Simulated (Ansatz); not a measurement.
# InF7: the cost of one run

Program: Ansatz 0.2.0. Level of theory: DFT PBE, scalar-relativistic, plane waves, PAW. These are calculated values, not measurements.

1 further run of the same task is left out (it didn't finish).

### Step 1. The structure to begin with

It takes space group Fm-3m (No. 225, cubic). Conventional cell: a = 7.397 Å, b = 7.397 Å, c = 7.397 Å, α = 90.00°, β = 90.00°, γ = 90.00°. Around In (site symmetry m-3m) lie 12 F at 2.62 Å. F (site symmetry mmm) has 2 In at 2.62 Å and 10 F at 2.62 Å as nearest neighbours. Around F (site symmetry m-3m) lie 12 F at 2.62 Å.

Coordinates:

```
CELL_PARAMETERS angstrom
0.00000 3.69839 3.69839
3.69839 0.00000 3.69839
3.69839 3.69839 0.00000
ATOMIC_POSITIONS crystal
In 0.00000 0.00000 0.00000
F 0.00000 0.00000 0.50000
F 0.50000 0.00000 0.50000
F 0.00000 0.50000 0.50000
F 0.50000 0.50000 0.00000
F 0.00000 0.50000 0.00000
F 0.50000 0.00000 0.00000
F 0.50000 0.50000 0.50000
```

The cell is invented: species swapped into a database cell of Zn7Mo (Fm-3m, No. 225), with F on the Zn sites and In on the Mo sites. The dimensions are guesses.

### Step 2. Probe: one point on a coarse mesh

The input, input.yaml:

```yaml
crystal:
  lattice:
    - [0.0, 3.69839028, 3.69839028]
    - [3.69839028, 0.0, 3.69839028]
    - [3.69839028, 3.69839028, 0.0]
  atoms:
    - { symbol: In, position: [0.0, 0.0, 0.0] }
    - { symbol: F, position: [0.0, 0.0, 0.5] }
    - { symbol: F, position: [0.5, 0.0, 0.5] }
    - { symbol: F, position: [0.0, 0.5, 0.5] }
    - { symbol: F, position: [0.5, 0.5, 0.0] }
    - { symbol: F, position: [0.0, 0.5, 0.0] }
    - { symbol: F, position: [0.5, 0.0, 0.0] }
    - { symbol: F, position: [0.5, 0.5, 0.5] }
basis:
  ecutwfc: 420
kpoints:
  mp_grid: { grid: [4, 4, 4] }
hamiltonian:
  xc: pbe
scf:
  occupations: { method: gaussian, width: 0.1 }
  lower_state_search: "off"
output:
  forces: true
  stress: true
  eigenvalues: true
```

Command:

```bash
ansatz run input.yaml --threads 1 --pin off --max-ram 2048MiB --backend cpu --events-out ev --progress --plain --runs-dir out
```

What time and memory should one allow on 1 thread of Intel Xeon 6975P-C (Granite Rapids), shared host?

About 1.2 s, with a peak of 0.4 GiB.
